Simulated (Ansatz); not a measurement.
# MgCd3O4: the cost of one run

Computed with Ansatz 0.2.0 (DFT PBE, scalar-relativistic, plane waves, PAW, unless a step's input says otherwise).

**1. Starting point**

Symmetry: Cmmm, No. 65, orthorhombic system. Conventional cell: a = 7.076 Å, b = 10.007 Å, c = 3.538 Å, α = 90.00°, β = 90.00°, γ = 90.00°. Mg (site symmetry mmm) has 6 O at 2.50 Å in its first shell of neighbours. Cd (site symmetry mmm) has 6 O at 2.50 Å in its first shell of neighbours. Around Cd (site symmetry 2/m) lie 6 O at 2.50 Å. O (site symmetry m2m) is surrounded by 5 Cd at 2.50 Å and 1 Mg at 2.50 Å. O (site symmetry 2mm) has 4 Cd at 2.50 Å and 2 Mg at 2.50 Å in its first shell of neighbours.

Coordinates:

```
CELL_PARAMETERS angstrom
3.53785 -5.00328 0.00000
3.53785 5.00328 0.00000
0.00000 0.00000 3.53785
ATOMIC_POSITIONS crystal
Mg 0.50000 0.50000 0.00000
Cd 0.00000 0.00000 0.00000
Cd 0.00000 0.50000 0.50000
Cd 0.50000 0.00000 0.50000
O 0.75000 0.25000 0.00000
O 0.75000 0.75000 0.50000
O 0.25000 0.25000 0.50000
O 0.25000 0.75000 0.00000
```

The start is an ordering of an alloy on its end members' structure types: elements ordered on the sites of the CdO type, Cd/Mg on Cd (Cmmm, No. 65).

**2. A first look at the guess**

input.yaml

```yaml
crystal:
  lattice:
    - [3.53785385, -5.00328089, 0.0]
    - [3.53785385, 5.00328089, 0.0]
    - [0.0, 0.0, 3.53785385]
  atoms:
    - { symbol: Mg, position: [0.5, 0.5, 0.0] }
    - { symbol: Cd, position: [0.0, 0.0, 0.0] }
    - { symbol: Cd, position: [0.0, 0.5, 0.5] }
    - { symbol: Cd, position: [0.5, 0.0, 0.5] }
    - { symbol: O, position: [0.75, 0.25, 0.0] }
    - { symbol: O, position: [0.75, 0.75, 0.5] }
    - { symbol: O, position: [0.25, 0.25, 0.5] }
    - { symbol: O, position: [0.25, 0.75, 0.0] }
basis:
  ecutwfc: 420
kpoints:
  mp_grid: { grid: [4, 4, 6] }
hamiltonian:
  xc: pbe
scf:
  occupations: { method: gaussian, width: 0.1 }
  lower_state_search: "off"
output:
  forces: true
  stress: true
  eigenvalues: true
```

Run with:

```console
$ ansatz run input.yaml --threads 1 --pin off --max-ram 2560MiB --backend cpu --events-out ev --progress --plain --runs-dir out
```

**Question.** How long does this run take on 1 thread of Intel Xeon at 2.50GHz (Skylake/Cascade Lake), shared host, and how much memory does it need?

About 16 s, with a peak of 0.47 GiB.
